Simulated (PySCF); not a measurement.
# InH2(CN): geometry, NMR shifts and electronic excitations

What NMR shifts and electronic excitations should InH2(CN) (`[H][In]([H])[C]#N`) show?

The runs use PySCF 2.14.0, with density-fitted response routines of our own; the level of theory stands in each step. All values are computed, except where a source is named. Atoms are numbered from 0 throughout.

## 1. The molecule as given

5 atoms, charge 0, multiplicity 1; geometry from: GFN2-xTB.

Bonds of the start (Å): In0–H1 1.72, In0–H2 1.72, In0–C3 2.17, C3–N4 1.15.

## 2. Relaxing the molecule at PBE0-D3(BJ)/def2-SVP

Job settings and geometry (Å):

```
{"job": {"xc": "PBE0", "basis": "def2-SVP", "d3": "d3bj", "grid": 1, "maxiter": 40, "kind": "geom"}, "charge": 0, "multiplicity": 1}
In     0.388840     0.677450     0.001560
H      2.110710     0.593290     0.054450
H     -0.539050     2.131330    -0.025030
C     -0.695170    -1.203410    -0.018850
N     -1.265330    -2.198670    -0.012130
```

**Question.** This job is followed by: GIAO PBE0/pcSseg-1 In:def2-TZVP NMR shielding, non-relativistic, gas phase; TDDFT B3LYP/def2-SVPD, vertical, gas phase, core orbitals frozen in the response; GIAO KT2/pcSseg-1 In:def2-TZVP NMR shielding, non-relativistic, gas phase. Predict these results of the whole session: point group; rotational constants (main isotopes); ¹³C shifts against TMS (PBE0/def2-TZVP+pcSseg-1); ¹H shifts against TMS (PBE0/def2-TZVP+pcSseg-1, means over atoms taken as alike); ¹⁵N shifts against NH3 (PBE0/def2-TZVP+pcSseg-1); lowest singlet (B3LYP/def2-SVPD); brightest single state of those computed; lowest triplet; vertical ionisation energy (ΔSCF); vertical electron affinity (ΔSCF); range of the shift of N4.

The runs gave:

```
                                                                        quantity                         value
                                                                     point group                           C2v
                                            rotational constants (main isotopes)        103.08, 2.89, 2.81 GHz
                                ¹³C shifts against TMS (PBE0/def2-TZVP+pcSseg-1)                     130.0 ppm
¹H shifts against TMS (PBE0/def2-TZVP+pcSseg-1, means over atoms taken as alike)                      6.03 ppm
                                ¹⁵N shifts against NH3 (PBE0/def2-TZVP+pcSseg-1)                     377.3 ppm
                                                lowest singlet (B3LYP/def2-SVPD)   4.78 eV (259 nm), f = 0.000
                                        brightest single state of those computed  state 10, 7.87 eV, f = 0.106
                                                                  lowest triplet                       4.49 eV
                                               vertical ionisation energy (ΔSCF)                      11.12 eV
                                               vertical electron affinity (ΔSCF)                       1.00 eV
                                                        range of the shift of N4            349.6 to 377.3 ppm
```

The optimisation took 3 steps and gained 0.031 eV; among the close pairs (by a distance rule), In0–C3 changed most, from 2.171 to 2.148 Å. No frequency check was run at this level, so the end point may be a saddle. At PBE0/def2-TZVP+pcSseg-1: The largest span, 611 ppm, is at N4, where the paramagnetic term is -449 ppm. The lowest singlet, at 4.78 eV, is HOMO→LUMO 0.99 and is dark; of the 10 states computed, the strongest absorption comes from state 10 at 7.87 eV (the last computed, so partners may be missing). The lowest triplet lies 0.29 eV below the lowest singlet (triplets in Tamm-Dancoff, singlets in full TDDFT). Spin-orbit coupling, left out, mixes singlets and triplets in elements this heavy. ΔSCF puts the ionisation energy at 11.12 eV, 2.31 eV above −ε(HOMO). In ppm, N4 moves most: its shift spreads over 27.7 ppm, from 349.6 (KT2/def2-TZVP+pcSseg-1) to 377.3 (PBE0/def2-TZVP+pcSseg-1). Spin-orbit coupling is left out, which matters for shieldings and couplings at and beside the heavy atoms.
